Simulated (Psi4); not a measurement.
**Si2NH6F (SMILES F[SiH2]N[SiH3]): HF/STO-3G**

What is the vertical singlet–triplet gap of Si2NH6F at HF/STO-3G? Input form: a Python script.

Program for the calculation: Psi4 1.11.

2 further runs of the same task are left out: 2 set aside as unsound or not needed.

**1. The structure to begin with**

Si2NH6F: 10 atoms, total charge 0, spin state singlet. SMILES: `F[SiH2]N[SiH3]`. Geometry: relaxed at PBE0-D4/def2-TZVP. This is one conformer, not always the lowest.

Bond lengths: F1–Si2 1.602 Å, Si2–N3 1.706 Å, N3–Si4 1.733 Å, Si2–H5 1.480 Å, Si2–H6 1.478 Å, N3–H7 1.011 Å, Si4–H8 1.487 Å, Si4–H9 1.487 Å, Si4–H10 1.483 Å. Some angles: F1–Si2–N3 112.6°, Si2–N3–Si4 128.2°, F1–Si2–H5 106.0°, F1–Si2–H6 106.5°, N3–Si2–H5 109.3°, N3–Si2–H6 108.9°, Si2–N3–H7 115.6°, Si4–N3–H7 115.9°, N3–Si4–H8 110.9°, N3–Si4–H9 112.0°.

**2. Energy and forces at HF/STO-3G**

Input file run.py:

```python
import psi4

psi4.set_memory(1600000000)
psi4.set_num_threads(1)
psi4.set_output_file('output.dat', False)

mol = psi4.geometry("""
0 1
F     -2.95080734     1.87895469    -3.35747641
Si    -0.70864730     2.46004547    -1.40954672
N      0.97283101    -0.17914604    -0.63475901
Si     0.36811865    -2.33589046     1.75498865
H      0.97736635     4.28438707    -2.69607226
H     -1.90881236     3.47596223     0.89932066
H      2.38918074    -0.63532592    -1.83303434
H      2.62955390    -2.68737952     3.38563332
H     -0.35205598    -4.85621820     0.74077264
H     -1.74686283    -1.29124986     3.26979311
units bohr
symmetry c1
""")

psi4.set_options({
    'basis': 'STO-3G',
    'puream': True,
    'e_convergence': 1e-09,
    'd_convergence': 1e-08,
    'scf_type': 'pk',
})

E, wfn = psi4.gradient("hf", molecule=mol, return_wfn=True)
psi4.oeprop(wfn, "MULLIKEN_CHARGES", "MAYER_INDICES", "DIPOLE", title="HF")
print('gradient / Eh bohr^-1')
print(E.np.round(6))
print(f'energy = {wfn.energy():.10f} Eh')
```

Started as:

```bash
$ python run.py
```

output.dat, shortened:

```text
[...]
  Running in c1 symmetry.
[...]
  Nuclear repulsion =  227.547223855533190
[...]
  Multiplicity = 1
[...]
  Nalpha       = 25
  Nbeta        = 25
[...]
    Number of basis functions: 34
[...]
   @RHF iter   1:  -726.46629872515359   -3.10319e+00   7.86504e-03 DIIS/ADIIS
[...]
   @RHF iter  10:  -726.53039249088533   -2.04636e-12   3.96116e-09 DIIS
[...]
    Orbital Energies [Eh]
    ---------------------
    Doubly Occupied:
       1A    -68.034414     2A    -67.999072     3A    -25.805940
       4A    -15.196664     5A     -6.010761     6A     -5.976791
       7A     -4.037061     8A     -4.036149     9A     -4.035987
      10A     -4.002556    11A     -4.002163    12A     -4.002016
      13A     -1.424065    14A     -1.041562    15A     -0.687530
      16A     -0.656607    17A     -0.538309    18A     -0.488745
      19A     -0.471124    20A     -0.447948    21A     -0.432491
      22A     -0.419322    23A     -0.383502    24A     -0.371737
      25A     -0.294223
[...]
  @RHF Final Energy:  -726.53039249088533
   => Energetics <=
    Nuclear Repulsion Energy =            227.5472238555331899
    One-Electron Energy =               -1466.5617496587647111
    Two-Electron Energy =                 512.4841333123461027
    Total Energy =                       -726.5303924908853332
[...]
  -Total Gradient:
     Atom            X                  Y                   Z
    ------   -----------------  -----------------  -----------------
       1        0.007613540101     0.005423558195     0.006747707006
       2       -0.012191999348    -0.030887307115    -0.013485480403
       3        0.006639491598     0.002805841366    -0.006023942076
       4        0.003769161919     0.015560554104    -0.018221482074
       5        0.017062697914     0.016773167769    -0.016576276864
       6       -0.014733789167     0.007811246561     0.023428514923
       7       -0.002362064220     0.001835410603     0.001162388675
       8        0.026119578647    -0.004011388728     0.018242087352
       9       -0.007689265389    -0.028870675834    -0.011490868690
      10       -0.024227352059     0.013559593083     0.016217352154
[...]
 Multipole Moments:
 ------------------------------------------------------------------------------------
     Multipole            Electronic (a.u.)      Nuclear  (a.u.)        Total (a.u.)
 ------------------------------------------------------------------------------------
 L = 1.  Multiply by 2.5417464519 to convert [e a0] to [Debye]
 Dipole X            :         -3.3567771            3.7681617            0.4113846
 Dipole Y            :          2.6623260           -2.7034930           -0.0411669
 Dipole Z            :         -4.9328159            5.1070297            0.1742137
 Magnitude           :                                                    0.4486451
[...]
  Mulliken Charges: (a.u.)
   Center  Symbol    Alpha    Beta     Spin     Total
       1     F     4.67519  4.67519  0.00000 -0.35039
       2    SI     6.49621  6.49621  0.00000  1.00758
       3     N     3.87231  3.87231  0.00000 -0.74462
       4    SI     6.59517  6.59517  0.00000  0.80966
       5     H     0.58904  0.58904  0.00000 -0.17807
       6     H     0.58866  0.58866  0.00000 -0.17731
       7     H     0.43053  0.43053  0.00000  0.13893
       8     H     0.58498  0.58498  0.00000 -0.16996
       9     H     0.58508  0.58508  0.00000 -0.17015
      10     H     0.58283  0.58283  0.00000 -0.16567
[...]
```

On the terminal:

```text
gradient / Eh bohr^-1
[[ 0.007614  0.005424  0.006748]
 [-0.012192 -0.030887 -0.013485]
 [ 0.006639  0.002806 -0.006024]
 [ 0.003769  0.015561 -0.018221]
 [ 0.017063  0.016773 -0.016576]
 [-0.014734  0.007811  0.023429]
 [-0.002362  0.001835  0.001162]
 [ 0.02612  -0.004011  0.018242]
 [-0.007689 -0.028871 -0.011491]
 [-0.024227  0.01356   0.016217]]
energy = -726.5303924909 Eh
```

It took 1.7 s on 1 thread of Intel Xeon 6975P-C (Granite Rapids), shared host; peak memory 0.18 GiB.

**3. The triplet: a single-point energy at UHF/STO-3G**

Input file calc.py:

```python
import psi4

psi4.set_memory('1600 MB')
psi4.set_num_threads(1)
psi4.core.set_output_file('psi4.out', False)

molecule = psi4.geometry("""
0 3
F     -2.95080734     1.87895469    -3.35747641
Si    -0.70864730     2.46004547    -1.40954672
N      0.97283101    -0.17914604    -0.63475901
Si     0.36811865    -2.33589046     1.75498865
H      0.97736635     4.28438707    -2.69607226
H     -1.90881236     3.47596223     0.89932066
H      2.38918074    -0.63532592    -1.83303434
H      2.62955390    -2.68737952     3.38563332
H     -0.35205598    -4.85621820     0.74077264
H     -1.74686283    -1.29124986     3.26979311
units bohr
symmetry c1
no_reorient
no_com
""")

psi4.set_options({
    'basis': 'STO-3G',
    'reference': 'uhf',
    'puream': True,
    'e_convergence': 1e-09,
    'd_convergence': 1e-08,
    'scf_type': 'pk',
    'maxiter': 100,
})

energy_value, wavefunction = psi4.energy("scf", molecule=molecule, return_wfn=True)
psi4.oeprop(wavefunction, "DIPOLE", "QUADRUPOLE", "MULLIKEN_CHARGES")
print(f'scf energy: {energy_value:.10f} Eh')
for k, v in sorted(psi4.core.scalar_variables().items()):
    print(f'{k:45s} {v:18.10f}')
```

Started as:

```bash
$ python calc.py
```

psi4.out, shortened:

```text
[...]
  Running in c1 symmetry.
[...]
  Nuclear repulsion =  227.547223855533190
[...]
  Multiplicity = 3
[...]
  Nalpha       = 26
  Nbeta        = 24
[...]
    Number of basis functions: 34
[...]
   @UHF iter   1:  -726.10043491990893   -2.73733e+00   7.44577e-03 ADIIS/DIIS
[...]
   @UHF iter  16:  -726.20837800278309   -1.36424e-12   5.69118e-09 DIIS
[...]
   @S^2 Observed:                2.004592659E+00
[...]
  @UHF Final Energy:  -726.20837800278309
   => Energetics <=
    Nuclear Repulsion Energy =            227.5472238555331899
    One-Electron Energy =               -1466.4078256424395477
    Two-Electron Energy =                 512.6522237841231799
    Total Energy =                       -726.2083780027830926
  UHF NO Occupations:
  HONO-2 :   24  A 1.9991920
  HONO-1 :   25  A 1.0000000
[...]
 Multipole Moments:
 ------------------------------------------------------------------------------------
     Multipole            Electronic (a.u.)      Nuclear  (a.u.)        Total (a.u.)
 ------------------------------------------------------------------------------------
 L = 1.  Multiply by 2.5417464519 to convert [e a0] to [Debye]
 Dipole X            :         23.2599826          -22.5264803            0.7335023
 Dipole Y            :        -15.5841821           15.6849159            0.1007338
 Dipole Z            :         25.8508919          -26.0580006           -0.2071087
 Magnitude           :                                                    0.7688088
 L = 2.  Multiply by 1.3450342976 to convert [e a0^2] to [Debye ang]
 Quadrupole XX       :       -142.1299991          114.3148906          -27.8151084
 Quadrupole XY       :         95.2891807          -94.6312679            0.6579128
[...]
  Mulliken Charges: (a.u.)
   Center  Symbol    Alpha    Beta     Spin     Total
       1     F     4.69467  4.64339  0.05128 -0.33807
       2    SI     6.72021  6.44514  0.27507  0.83466
       3     N     4.25518  3.08239  1.17279 -0.33757
       4    SI     6.92214  6.49845  0.42369  0.57940
       5     H     0.60797  0.58062  0.02735 -0.18859
       6     H     0.58924  0.58586  0.00338 -0.17510
       7     H     0.42441  0.42072  0.00369  0.15487
       8     H     0.60413  0.57425  0.02988 -0.17838
       9     H     0.60667  0.56762  0.03904 -0.17429
      10     H     0.57539  0.60155 -0.02616 -0.17694
[...]
```

On the terminal:

```text
scf energy: -726.2083780028 Eh
CURRENT ENERGY                                   -726.2083780028
CURRENT REFERENCE ENERGY                         -726.2083780028
DD SOLVATION ENERGY                                 0.0000000000
HF KINETIC ENERGY                                 718.4516611666
HF POTENTIAL ENERGY                             -1444.6600391694
HF TOTAL ENERGY                                  -726.2083780028
HF VIRIAL RATIO                                     2.0107964352
NUCLEAR REPULSION ENERGY                          227.5472238555
ONE-ELECTRON ENERGY                             -1466.4078256424
PCM POLARIZATION ENERGY                             0.0000000000
PE ENERGY                                           0.0000000000
SCF ITERATION ENERGY                             -726.2083780028
SCF ITERATIONS                                     16.0000000000
SCF TOTAL ENERGY                                 -726.2083780028
TWO-ELECTRON ENERGY                               512.6522237841
```

Wall time 1.6 s (1 thread of Intel Xeon 6975P-C (Granite Rapids), shared host); peak memory 0.18 GiB.

**4. What came out**

At HF/STO-3G:

| quantity | value |
| --- | --- |
| singlet: total energy | -726.53039 Eh |
| singlet: dipole moment | 1.14 D |
| singlet: HOMO energy | -8.01 eV |
| singlet: LUMO energy | 12.44 eV |
| singlet: HOMO–LUMO gap | 20.44 eV |
| singlet: largest force on an atom | 1.843 eV/Å |
| triplet: total energy | -726.20838 Eh |
| triplet: dipole moment | 1.95 D |
| triplet: ⟨S²⟩ | 2.005 |
| vertical energy of the triplet above the singlet | 8.762 eV |

What this shows: At this shape the triplet lies 8.76 eV (845 kJ/mol) above the singlet. The largest force (singlet) is 1.84 eV/Å: the shape isn't a stationary point for this species at this level. In a minimal basis such a difference can be off by several eV, whatever the method.
